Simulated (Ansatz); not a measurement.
# C4H14N3OTa: one species, many methods

The task here is to estimate one member of a computed series from the others.

Program: Ansatz 0.2.0, Gaussian basis. Level of theory: functionals in def2-TZVPP, the program's frozen cores in correlated methods. These are calculated values, not measurements.

Plan: LDA (SPW92), PBE-D4, revPBE-D4, BLYP-D4, r2SCAN-D4, B97M-V, PBE0-D4, B3LYP-D4, r2SCANh-D4, r2SCAN0-D4, HSE06-D4, BHLYP-D4, CAM-B3LYP-D4, LC-ωPBE, ωB97X-V, ωB97M-V, B2PLYP, PBE-QIDH; CCSD(T)/def2-SVP; CCSD(T)/def2-TZVPP; MP2/def2-QZVPP; extrapolation to the limit; RPA on PBE.

### The relaxed structure

The geometry comes from an earlier relaxation with PBE0-D4 in a triple-zeta def2 set; it is a stationary point, not always the lowest conformer. Ta takes the def2 core potential; no spin-orbit term is included.

23 atoms, charge 0, spin multiplicity 1.

Atoms are counted from 1 here; the program's logs count them from 0.

Bond lengths: C1–C2 1.529 Å, C1–H10 1.092 Å, C1–H11 1.092 Å, C1–H12 1.093 Å, C2–C3 1.529 Å, C2–C4 1.528 Å, C2–N5 1.430 Å, C3–H13 1.092 Å, C3–H14 1.093 Å, C3–H15 1.092 Å, C4–H16 1.093 Å, C4–H17 1.092 Å, C4–H18 1.092 Å, N5–Ta6 1.769 Å, Ta6–N7 1.997 Å, Ta6–N8 1.997 Å, Ta6–O9 1.925 Å, N7–H19 1.007 Å and more. Angles: C2–C1–H10 110.2°, C2–C1–H11 110.3°, C2–C1–H12 110.9°, H10–C1–H11 108.3°, H10–C1–H12 108.5°, H11–C1–H12 108.5°, C1–C2–C3 109.8°, C1–C2–C4 109.8°, C1–C2–N5 109.0°, C3–C2–C4 109.8°, C3–C2–N5 108.9°, C4–C2–N5 109.5°, C2–C3–H13 110.3°, C2–C3–H14 110.9°, C2–C3–H15 110.2°, H13–C3–H14 108.5°, H13–C3–H15 108.3°, H14–C3–H15 108.5° and more.

Geometry (Å):

```tsv
atom	x (Å)	y (Å)	z (Å)
C1	1.8528	0.1621	-1.2312
C2	0.9542	0.7559	-0.1463
C3	1.7097	0.8048	1.1818
C4	0.5207	2.1657	-0.5475
N5	-0.2006	-0.0743	0.0064
Ta6	-1.6928	-1.0117	0.1658
N7	-1.5080	-2.5175	-1.1326
N8	-1.7325	-1.6158	2.0687
O9	-3.2930	-0.0164	-0.2271
H10	2.1599	-0.8492	-0.9559
H11	1.3162	0.1117	-2.1813
H12	2.7499	0.7713	-1.3712
H13	1.0705	1.2170	1.9658
H14	2.6038	1.4288	1.0992
H15	2.0147	-0.2006	1.4802
H16	1.3871	2.8213	-0.6707
H17	-0.1305	2.5934	0.2181
H18	-0.0291	2.1383	-1.4910
H19	-0.6919	-2.7161	-1.6889
H20	-2.2097	-3.2269	-1.2900
H21	-1.0030	-1.4665	2.7472
H22	-2.4738	-2.1657	2.4792
H23	-3.4697	0.8835	-0.4934
```

The first run:

in.yaml

```yaml
crystal:
  periodic: [false, false, false]
  atoms:
    - {symbol: C, position_ang: [1.852754, 0.162086, -1.231205]}
    - {symbol: C, position_ang: [0.954241, 0.755944, -0.146326]}
    - {symbol: C, position_ang: [1.709735, 0.804771, 1.181820]}
    - {symbol: C, position_ang: [0.520741, 2.165711, -0.547481]}
    - {symbol: N, position_ang: [-0.200553, -0.074274, 0.006436]}
    - {symbol: Ta, position_ang: [-1.692813, -1.011687, 0.165781]}
    - {symbol: N, position_ang: [-1.507988, -2.517524, -1.132602]}
    - {symbol: N, position_ang: [-1.732509, -1.615764, 2.068674]}
    - {symbol: O, position_ang: [-3.293036, -0.016435, -0.227084]}
    - {symbol: H, position_ang: [2.159865, -0.849246, -0.955855]}
    - {symbol: H, position_ang: [1.316246, 0.111669, -2.181326]}
    - {symbol: H, position_ang: [2.749914, 0.771311, -1.371194]}
    - {symbol: H, position_ang: [1.070542, 1.217008, 1.965797]}
    - {symbol: H, position_ang: [2.603812, 1.428820, 1.099221]}
    - {symbol: H, position_ang: [2.014740, -0.200624, 1.480215]}
    - {symbol: H, position_ang: [1.387130, 2.821350, -0.670723]}
    - {symbol: H, position_ang: [-0.130537, 2.593423, 0.218132]}
    - {symbol: H, position_ang: [-0.029086, 2.138305, -1.491008]}
    - {symbol: H, position_ang: [-0.691946, -2.716086, -1.688944]}
    - {symbol: H, position_ang: [-2.209739, -3.226927, -1.289972]}
    - {symbol: H, position_ang: [-1.003016, -1.466517, 2.747197]}
    - {symbol: H, position_ang: [-2.473769, -2.165747, 2.479207]}
    - {symbol: H, position_ang: [-3.469724, 0.883529, -0.493358]}
basis:
  gaussian: {orbitals: def2-TZVPP}
hamiltonian: {xc: lda}
output: {orbitals: {seedname: orbitals}}
```

Among the steps run: LDA; PBE-D4 (GGA); revPBE-D4 (GGA); BLYP-D4 (GGA); r2SCAN-D4 (meta-GGA); B97M-V (meta-GGA); PBE0-D4 (hybrid); B3LYP-D4 (hybrid); r2SCANh-D4 (hybrid); r2SCAN0-D4 (hybrid); HSE06-D4 (hybrid); BHLYP-D4 (hybrid); CAM-B3LYP-D4 (range-separated); LC-ωPBE (range-separated); ωB97X-V (range-separated); ωB97M-V (range-separated); B2PLYP (double hybrid); PBE-QIDH (double hybrid).

One of the session's tables, all rows but one given; the rest of the session is left out.

It belongs to the step «Orbital energies across the functionals». 

```
  functional  HOMO (eV)  gap (eV)
 LDA (SPW92)      -5.70      4.96
      PBE-D4      -5.51      4.96
   revPBE-D4      -5.43      5.00
     BLYP-D4      -5.38      4.85
   r2SCAN-D4      -5.77      5.60
      B97M-V      -5.86      5.35
     PBE0-D4      -6.81      6.98
    B3LYP-D4      -6.58      6.46
  r2SCANh-D4      -6.25      6.40
  r2SCAN0-D4      -6.97      7.46
    HSE06-D4      -6.41      6.23
    BHLYP-D4          ?         ?
CAM-B3LYP-D4      -8.16      9.03
     LC-ωPBE      -9.49     11.57
     ωB97X-V      -9.17     11.00
     ωB97M-V      -9.10     10.49
```

**Question.** Estimate the row for BHLYP-D4.

Worked estimate for «HOMO (eV)». Against the share of exact exchange, BLYP-D4 (0, -5.38), B3LYP-D4 (0.2, -6.58) give a slope of -6.00 per unit share; at 0.5 the line stands at -8.38.

The run gave: HOMO (eV): -7.95; gap (eV): 8.66. In «HOMO (eV)» the line misses by -0.43.
